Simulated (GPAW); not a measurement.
Set up this calculation in GPAW 26.7.0, as an ASE script.

```yaml
Task: atomic charges
Functional: PBE
Potentials_or_basis: GPAW PAW data sets (gpaw-data 1.2.1)
Cutoff: 800 eV
Basis: pw
k_mesh: 5 × 4 × 4
Occupations: fermi-dirac, width 0.05 eV
Spin: no spin polarisation
Ranks: 8
Maxiter: 150
older_calculator_legacy_gpaw: yes
```

The system is HPbNO4.

```
CELL_PARAMETERS angstrom
3.85404 0.14384 0.09012
-0.25320 5.52698 0.16471
-0.48197 -1.92720 5.72025
ATOMIC_POSITIONS crystal
H 0.10913 0.65718 0.54463
Pb 0.61029 0.52127 0.15100
N 0.91580 0.96263 0.95867
O 0.01384 0.13639 0.88084
O 0.72398 0.01057 0.12858
O 0.00389 0.73732 0.87043
O 0.11927 0.59324 0.37651
```

The cell was built by a generator and needn't be a form met in nature.

The input as run:

run.py

```python
import numpy as np
from ase import Atoms
from ase.dft.bandgap import bandgap
from ase.io import write
from ase.units import Bohr, GPa
from ase.parallel import parprint
from gpaw import GPAW, PW
from gpaw.analyse.hirshfeld import HirshfeldPartitioning

atoms = Atoms(['H', 'Pb', 'N', 'O', 'O', 'O', 'O'],
              cell=[[3.85404, 0.14384, 0.09012],
                    [-0.2532, 5.52698, 0.16471],
                    [-0.48197, -1.9272, 5.72025]],
              scaled_positions=[[0.10913, 0.65718, 0.54463],
                                [0.61029, 0.52127, 0.151],
                                [0.9158, 0.96263, 0.95867],
                                [0.01384, 0.13639, 0.88084],
                                [0.72398, 0.01057, 0.12858],
                                [0.00389, 0.73732, 0.87043],
                                [0.11927, 0.59324, 0.37651]],
              pbc=True)

calc = GPAW(mode=PW(800),
            xc='PBE',
            kpts={'size': (5, 4, 4), 'gamma': True},
            occupations={'name': 'fermi-dirac', 'width': 0.05},
            nbands=39,
            convergence={'density': 1e-05, 'energy': 1e-05},
            maxiter=150,
            legacy_gpaw=True,
            txt='gpaw.txt')
atoms.calc = calc
energy = atoms.get_potential_energy()
forces = atoms.get_forces()
stress = atoms.get_stress()
calc.write('gs.gpw')
write('result.traj', atoms)
parprint(f'Energy: {energy:.6f} eV')
parprint('Forces (eV/A):')
parprint(forces.round(4))
parprint('Stress (GPa):', (stress / GPa).round(3))
parprint('Fermi level:', round(calc.get_fermi_level(), 4), 'eV')
parprint(f'Gap: {bandgap(calc)[0]:.4f} eV, direct: {bandgap(calc, direct=True)[0]:.4f} eV')

hirshfeld = HirshfeldPartitioning(calc)
parprint('Hirshfeld charges:', *np.round(hirshfeld.get_charges(), 4))
parprint('Hirshfeld volume ratios:', *np.round(hirshfeld.get_effective_volume_ratios(), 4))

# fields on the real-space grid
write('density.cube', atoms, data=calc.get_pseudo_density() * Bohr**3)
write('potential.cube', atoms, data=calc.get_electrostatic_potential())
```

Potentials or basis: GPAW PAW data sets (gpaw-data 1.2.1), pw.

Run with:

```bash
$ OMP_NUM_THREADS=1 mpirun -n 8 gpaw python run.py
```

Results of the run:

```yaml
Pressure: -0.3 GPa
Largest_force: 0.134 eV/Å
Band_gap_on_the_k_mesh: 3.13 eV, indirect (least direct gap 3.21 eV)
Hirshfeld_charges: H +0.08; Pb +0.54; N +0.24; O -0.18, -0.16, -0.34 e
```

Caveat: spin-orbit coupling is left out, which as a rule narrows the gap of such compounds by several tenths of an eV; an odd mesh through Γ misses points on the zone boundary, where band edges often lie.

It took 23 s on 8 MPI ranks on Intel(R) Xeon(R) 6975P-C (Granite Rapids) (shared host), peak memory 0.41 GiB a rank.
